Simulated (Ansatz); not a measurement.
This script makes a formation energy from the elements of ZrPbO3 and its elements with Ansatz's Python interface.

The script, `zrpbo3_formation.py`:
```python
"""Is ZrPbO3 bound against its elements, after relaxing cells and atoms."""

from collections import Counter
import warnings

import ansatz as az
from ase import Atoms
import numpy as np

XC = "r2scan"
ECUT = 620
K_SPACING = 0.3
SMEARING = "cold"
SMEARING_WIDTH = 0.05

POLARISED = {"O2"}

GASES = {"O2"}


def compute(name, crystal):
    calc = (
        crystal.calculation()
        .functional(XC)
        .basis(ECUT)
        .kpoints(spacing=K_SPACING)
        .occupations(SMEARING, width=SMEARING_WIDTH)
        .stress()
    )
    if name in POLARISED:
        calc = calc.spin("collinear")
    if name in GASES:
        return calc.kpoints(1, 1, 1).relax(force_tolerance=0.01, max_steps=40).run(threads=1, backend="cpu")
    calc = calc.relax(force_tolerance=0.01, max_steps=40, cell=True)
    return calc.run(threads=1, backend="cpu")


def counts(outcome):
    return Counter(site.symbol for site in outcome.lattice.sites)

def formation_energy(outcome, mu):
    n = counts(outcome)
    return (outcome.report["energy_sigma0_ev"] - sum(k * mu[element] for element, k in n.items())) / sum(n.values())


def volume_per_atom(outcome):
    return abs(np.linalg.det(outcome.lattice.cell_ang)) / len(outcome.lattice.sites)

warnings.simplefilter("ignore")

phases = {}
atoms = Atoms(
    ["Zr", "Pb", "O", "O", "O"],
    scaled_positions=[
        (0.0, 0.0, 0.0),
        (0.5, 0.5, 0.5),
        (0.5, 0.0, 0.0),
        (0.0, 0.0, 0.5),
        (0.0, 0.5, 0.0),
    ],
    cell=[
        (4.208933, 0.0, 0.0),
        (0.0, 4.208933, 0.0),
        (0.0, 0.0, 4.208933),
    ],
    pbc=True,
)
zrpbo3 = az.Crystal.from_ase(atoms)
phases["ZrPbO3"] = zrpbo3
atoms = Atoms(
    ["Zr", "Zr"],
    scaled_positions=[
        (1 / 3, 2 / 3, 0.25),
        (2 / 3, 1 / 3, 0.75),
    ],
    cell=[
        (3.232, 0.0, 0.0),
        (-1.616, 2.798994, 0.0),
        (0.0, 0.0, 5.147),
    ],
    pbc=True,
)
zr = az.Crystal.from_ase(atoms)
phases["Zr"] = zr
pb = (
    az.Lattice.from_parameters(3.500207, 3.500207, 3.500207, alpha=60.0, beta=60.0, gamma=60.0)
    .atom("Pb", (0.0, 0.0, 0.0))
)
phases["Pb"] = pb
o2 = (
    az.Lattice.orthorhombic(9.0, 9.5, 10.0)
    .space_group(47, hermann_mauguin="Pmmm")
    .atom("O", (0.5, 0.5, 0.4385))
    .moments(O=1.0)
)
phases["O2"] = o2

done = {}
for name, crystal in phases.items():
    done[name] = compute(name, crystal)
    print(f"{name}: {done[name].report['energy_sigma0_ev']:.4f} eV, {len(done[name].lattice.sites)} atoms")

# energy of one atom in its reference phase
references = {"Zr": "Zr", "Pb": "Pb", "O": "O2"}
mu = {element: done[name].report["energy_sigma0_ev"] / len(done[name].lattice.sites) for element, name in references.items()}

target = done["ZrPbO3"]
heat = formation_energy(target, mu)
for element, value in mu.items():
    print(f"mu({element}) = {value:.4f} eV from {references[element]}, {volume_per_atom(done[references[element]]):.2f} A^3/atom")
print(f"formation energy of ZrPbO3: {heat:.4f} eV/atom = {96.4853 * heat:.1f} kJ/mol of atoms")
# no correction for the overbinding of the gas molecule is applied
```

Is ZrPbO3 bound against its elements at this level, and by how much?

The formation energy is -2.652 eV an atom (-255.8 kJ per mole of atoms), so ZrPbO3 lies below the reference phases.

The run itself:

`python zrpbo3_formation.py` gives:
```text
ZrPbO3: -17827.1157 eV, 5 atoms
Zr: -8390.0502 eV, 2 atoms
Pb: -11920.8722 eV, 1 atoms
O2: -1131.9732 eV, 2 atoms
mu(Zr) = -4195.0251 eV from Zr, 23.51 A^3/atom
mu(Pb) = -11920.8722 eV from Pb, 31.26 A^3/atom
mu(O) = -565.9866 eV from O2, 427.50 A^3/atom
formation energy of ZrPbO3: -2.6517 eV/atom = -255.9 kJ/mol of atoms
```

Caveats:
- Total energies depend on the potentials; only differences at equal settings carry meaning.
- The magnetic order follows from the starting moments and needn't be the lowest.
- For the metals among these phases the mesh is modest: differences between phases can be off by up to 40 meV an atom.
- The program warned that this SCF threshold is loose for forces or stresses.
- Spin-orbit coupling, which matters for elements this heavy, is left out.
- r2SCAN tends to overestimate the moments of itinerant magnets.
- The cells come from databases of deposited and of computed structures, and not all need be stable phases.
- The compound is the structure given, not necessarily its lowest; energies are at zero temperature, with no correction for gases. Magnetic phases start from parallel moments and may not end in their lowest magnetic state. A semilocal functional's error on such energies is often 0.05 to 0.1 eV an atom, and 0.1 to 0.3 eV against gases such as O2 or F2.
- The script silences warnings, which a real study should read.
- The whole script took 6.8 min on 1 thread of Arm Neoverse V1, with other jobs on the host, peak memory 2.5 GiB.
